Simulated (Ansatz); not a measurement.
# AlNi3: the cost of one run

Computed with Ansatz 0.2.0 (DFT PBEsol, scalar-relativistic, plane waves, PAW, unless a step's input says otherwise).

## Step 1: Starting point

Symmetry: Fm-3m, No. 225, cubic system. The conventional cell has a = 5.597 Å, b = 5.597 Å, c = 5.597 Å, α = 90.00°, β = 90.00°, γ = 90.00°. Al (site symmetry m-3m) has 8 Ni at 2.42 Å as nearest neighbours. Around Ni (site symmetry -43m) lie 4 Al at 2.42 Å and 4 Ni at 2.42 Å. Ni (site symmetry m-3m) is surrounded by 8 Ni at 2.42 Å.

Structure file:

```cif
data_structure
_symmetry_space_group_name_H-M 'Fm-3m'
_symmetry_Int_Tables_number 225
_cell_length_a 5.5968
_cell_length_b 5.5968
_cell_length_c 5.5968
_cell_angle_alpha 90.000
_cell_angle_beta 90.000
_cell_angle_gamma 90.000
_cell_volume 175.32
loop_
_atom_site_label
_atom_site_type_symbol
_atom_site_symmetry_multiplicity
_atom_site_Wyckoff_symbol
_atom_site_fract_x
_atom_site_fract_y
_atom_site_fract_z
_atom_site_occupancy
Al1 Al 4 b 0.50000 0.00000 0.00000 1
Ni1 Ni 8 c 0.25000 0.75000 0.75000 1
Ni2 Ni 4 a 0.00000 0.00000 0.00000 1
```

It goes back to an entry of the Materials Project, which need not be the stable form.

It is the result of an earlier relaxation at this level (volume 10.96 Å³/atom; gap on the mesh: none (metal)).

## Step 2: Zero of energy

Reference values: F = -17941.0160 eV; pressure 0.05 GPa; largest force 0.000 eV/Å; gap on the mesh none (metal). It was computed beforehand with the settings of the runs below.

## Step 3: Next: energy and stress against strain

The cell is strained by ε times the Voigt pattern (0, 0, 0, 1, 0, 0) (xx, yy, zz, yz, xz, xy; engineering shear), with fractional coordinates fixed (clamped ions). The stress on the pattern is the sum of the stress components weighted by it, tension positive.

## Step 4: ε = -0.0400

input.yaml

```yaml
crystal:
  lattice:
    - [0.0, 2.7424396994, 2.7424396994]
    - [2.7984078565, -0.0559681571, 2.7984078565]
    - [2.7984078565, 2.7984078565, -0.0559681571]
  atoms:
    - { symbol: Al, position: [0.5, 0.5, 0.5] }
    - { symbol: Ni, position: [0.25, 0.25, 0.25] }
    - { symbol: Ni, position: [0.0, 0.0, 0.0] }
    - { symbol: Ni, position: [0.75, 0.75, 0.75] }
basis:
  ecutwfc: 420
kpoints:
  mp_grid: { grid: [14, 14, 14] }
hamiltonian:
  xc: pbesol
scf:
  occupations: { method: gaussian, width: 0.15 }
output:
  forces: true
  stress: true
  eigenvalues: true
```

Started as:

```sh
ansatz run input.yaml --threads 1 --pin off --max-ram 2560MiB --backend cpu --events-out ev --progress --plain --runs-dir out
```

What time and memory should one allow on 1 thread of Intel Xeon 6975P-C (Granite Rapids), shared host?

About 15 s, with a peak of 0.75 GiB.
